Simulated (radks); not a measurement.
# Ru⁴⁺ in [Kr] 4d4: an all-electron calculation

One table from this session's results is given with a row withheld; the runs are named, their logs left out.

The numbers are computed with radks (a radial shooting solver on a logarithmic mesh, Libxc functionals) version 1 (Dirac Kohn-Sham, SOGGA, spin-unpolarised, spherical densities, finite nucleus; open shells fill j = l - 1/2 first), except any that are marked as measured or tabulated.

## The atom as given

```
element            : ruthenium (Z = 44)
charge             : +4
electrons          : 40
configuration      : [Kr] 4d4
nuclear rms radius : 4.4809 fm
```

Set-up of the first run:

The run's settings:

```text
Z 44
configuration [Kr] 4d4
relativity Dirac
functional sogga,pbe
spin unpolarised
j_filling energy
nucleus finite rms 4.4809 fm
c 137.035999084
```

Steps of the session up to this table: Self-consistent calculation.

One of the session's tables, all rows but one given; the rest of the session is left out.

It belongs to the step «Shells». Radial moments (bohr):

```
level      <r>  outermost maximum (interpolated)  90 % within  nodes
1s1/2  0.03345                            0.0217       0.0600      0
2s1/2   0.1454                             0.123        0.225      1
2p1/2   0.1236                            0.0955        0.202      0
2p3/2   0.1284                            0.0995        0.209      0
3s1/2   0.4026                             0.362        0.594      2
3p1/2        ?                                 ?            ?      ?
3p3/2   0.4064                             0.358        0.613      1
3d3/2   0.3819                             0.299        0.608      0
3d5/2   0.3854                             0.302        0.613      0
4s1/2    1.004                             0.910         1.45      3
4p1/2    1.077                             0.958         1.58      2
4p3/2    1.104                             0.981         1.62      2
4d3/2    1.364                              1.14         2.08      1
4d5/2    1.374                              1.15         2.10      1
```

Estimate the missing values for 3p1/2.

**Answer.** <r>: 0.3957; outermost maximum (interpolated): 0.349; 90 % within: 0.598; nodes: 1. In the column «<r>» it lies between 3d5/2 (0.3854) and 3s1/2 (0.4026).

Caveats from the session: Spin polarisation and multiplet splitting are left out.
